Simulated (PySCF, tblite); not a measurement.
# C₄H₇BFN: geometry, infrared bands and NMR shifts

Aim: predict the infrared bands and NMR shifts of C₄H₇BFN (`[BH3-][N+]#C[C@@H](F)C=C`).

Computed with tblite 0.8.0 and PySCF 2.14.0, with density-fitted response routines of our own, on a single molecule in the gas phase. Atoms count from 0, in the outputs and in this text.

### Step 1. Starting geometry

14 atoms, charge 0, multiplicity 1; geometry from: force field or distance geometry start.

Bonds of the start (Å): B0–N1 1.52, N1–C2 1.15, C2–C3 1.48, C3–F4 1.38, C3–C5 1.49, C5–C6 1.32, B0–H7 1.18, B0–H8 1.19, B0–H9 1.18, C3–H10 1.12, C5–H11 1.07, C6–H12 1.11, C6–H13 1.10.

### Step 2. Geometry optimisation with GFN2-xTB

What the job is given:

```
{"job": {"kind": "relax", "xc": "GFN2-xTB", "basis": "xTB"}, "charge": 0, "multiplicity": 1}
B      2.867200    -0.665800     0.286800
N      1.496300    -0.033100     0.427800
C      0.464300     0.458300     0.564400
C     -0.853000     1.118300     0.712500
F     -0.799100     2.453300     0.363900
C     -1.826100     0.417300    -0.175600
C     -2.401700    -0.728500     0.140700
H      2.847800    -1.342100    -0.675000
H      3.720500     0.156900     0.165600
H      3.029300    -1.309000     1.261600
H     -1.152200     1.049800     1.785400
H     -2.071700     0.858400    -1.120500
H     -2.217700    -1.253600     1.096500
H     -3.104600    -1.180600    -0.576100
```

Started as:

```sh
$ OMP_NUM_THREADS=1 python probes_run.py task.json out
```

One launch serves the whole session: the jobs run in the order shown.

**Question.** This job is followed by: GFN2-xTB harmonic vibrations, gas phase; GIAO PBE0/pcSseg-1 NMR shielding, non-relativistic, gas phase. Predict these results of the whole session: strongest single infrared mode (GFN2-xTB); zero-point energy (GFN2-xTB); ¹³C shifts against TMS (PBE0/pcSseg-1); ¹H shifts against TMS (PBE0/pcSseg-1, means over atoms taken as alike); ¹¹B shifts against BF3·OEt2 (PBE0/pcSseg-1); ¹⁵N shifts against NH3 (PBE0/pcSseg-1); ¹⁹F shifts against CFCl3 (PBE0/pcSseg-1).

**Answer**, as computed:

| quantity | value |
| --- | --- |
| strongest single infrared mode (GFN2-xTB) | 2339 cm⁻¹, 353 km/mol |
| zero-point energy (GFN2-xTB) | 62.2 kcal/mol |
| ¹³C shifts against TMS (PBE0/pcSseg-1) | 139.5, 131.5, 109.8, 83.7 ppm |
| ¹H shifts against TMS (PBE0/pcSseg-1, means over atoms taken as alike) | 6.41, 5.96, 5.86, 5.78, 1.98 ppm |
| ¹¹B shifts against BF3·OEt2 (PBE0/pcSseg-1) | -44.3 ppm |
| ¹⁵N shifts against NH3 (PBE0/pcSseg-1) | 254.6 ppm |
| ¹⁹F shifts against CFCl3 (PBE0/pcSseg-1) | -206.4 ppm |

In words: The optimisation took 106 steps and gained 0.187 eV; among the close pairs (by a distance rule), B0–N1 changed most, from 1.516 to 1.449 Å. The lowest mode is slightly imaginary (7i cm⁻¹), a soft motion within the noise of the Hessian, so the minimum is not strictly shown. The strongest single mode, at 2339 cm⁻¹, moves mainly C2 and N1. GFN2-xTB is a fitted tight-binding method: band positions and strengths are rough. Its intensities can rank the bands wrongly. The most deshielded carbon is C5 (alkene CH), at 139.5 ppm: an sp2 carbon of a C=C bond. H11 (hydrogen on an alkene CH) lies farthest downfield among hydrogen, at 6.41 ppm; attached to an sp2 carbon and in the plane of the double bond. At PBE0/pcSseg-1: The widest tensor belongs to N1: span 412 ppm, with a paramagnetic part of -316 ppm.
